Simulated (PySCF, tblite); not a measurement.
**C₄H₇BFP− (doublet): geometry, infrared bands and EPR parameters**

Aim: predict the infrared bands and EPR parameters of C₄H₇BFP− (doublet) (`[CH2-][CH]/C=C\B(F)P`).

Computed with tblite 0.8.0 and PySCF 2.14.0, with density-fitted response routines of our own, on a single molecule in the gas phase. Atoms are numbered from 0 throughout.

### Step 1. Starting geometry

14 atoms, charge -1, multiplicity 2; geometry from: force field or distance geometry start.

Bonds of the start (Å): C0–C1 1.47, C1–C2 1.50, C2–C3 1.32, C3–B4 1.55, B4–F5 1.43, B4–P6 1.94, C0–H7 1.08, C0–H8 1.11, C1–H9 1.13, C2–H10 1.10, C3–H11 1.09, P6–H12 1.44, P6–H13 1.45.

### Step 2. Relaxing the molecule with GFN2-xTB

What the job is given:

```
{"job": {"kind": "relax", "xc": "GFN2-xTB", "basis": "xTB"}, "charge": -1, "multiplicity": 2}
C     -2.597000     0.268600     0.094100
C     -1.494200     0.098700     1.054900
C     -0.559900    -0.929000     0.485300
C      0.649800    -0.624300     0.043100
B      1.186000     0.829600     0.147200
F      0.446400     1.906200     0.734000
P      3.099800     1.014600    -0.128600
H     -3.078300    -0.641200    -0.235200
H     -3.270400     1.116000     0.319100
H     -1.860900    -0.214000     2.075200
H     -0.898400    -1.971600     0.394500
H      1.254600    -1.435400    -0.357900
H      3.376600     0.271400    -1.332700
H      3.745500     0.309900     0.964800
```

On the command line:

```bash
$ OMP_NUM_THREADS=1 python probes_run.py task.json out
```

One launch serves the whole session: the jobs run in the order shown.

**Question.** This job is followed by: GFN2-xTB harmonic vibrations, gas phase; UKS B3LYP, pcH-1 on B C F H P, non-relativistic, mean-field spin-orbit, GIAO. Predict these results of the whole session: strongest single infrared mode (GFN2-xTB); zero-point energy (GFN2-xTB); g(iso) (B3LYP); ⟨S²⟩; largest a(iso) (averaged by class).

The runs gave:

| quantity | value |
| --- | --- |
| strongest single infrared mode (GFN2-xTB) | 2164 cm⁻¹, 498 km/mol |
| zero-point energy (GFN2-xTB) | 59.6 kcal/mol |
| g(iso) (B3LYP) | 2.00268 |
| ⟨S²⟩ | 0.764 (exact 0.75) |
| largest a(iso) (averaged by class) | 19F on F5, 41.3 MHz |

In words: The optimisation took 140 steps and gained 3.798 eV; among the close pairs (by a distance rule), C0–C1 changed most, from 1.472 to 1.360 Å. No mode is imaginary among the 36: a minimum at this level. The strongest single mode, at 2164 cm⁻¹, moves mainly H13. GFN2-xTB is a fitted tight-binding method: band positions and strengths are rough. Its intensities can rank the bands wrongly. The largest spin populations lie on C0 (0.41 e), C2 (0.36 e), B4 (0.31 e). The isotropic g lies 0.4 ppt above the free-electron value. The records flag this anion as possibly unbound in the gas phase, so the basis may hold the extra electron. The conformer search found further structures of the same energy, which may be mirror or relabelled copies of this one.
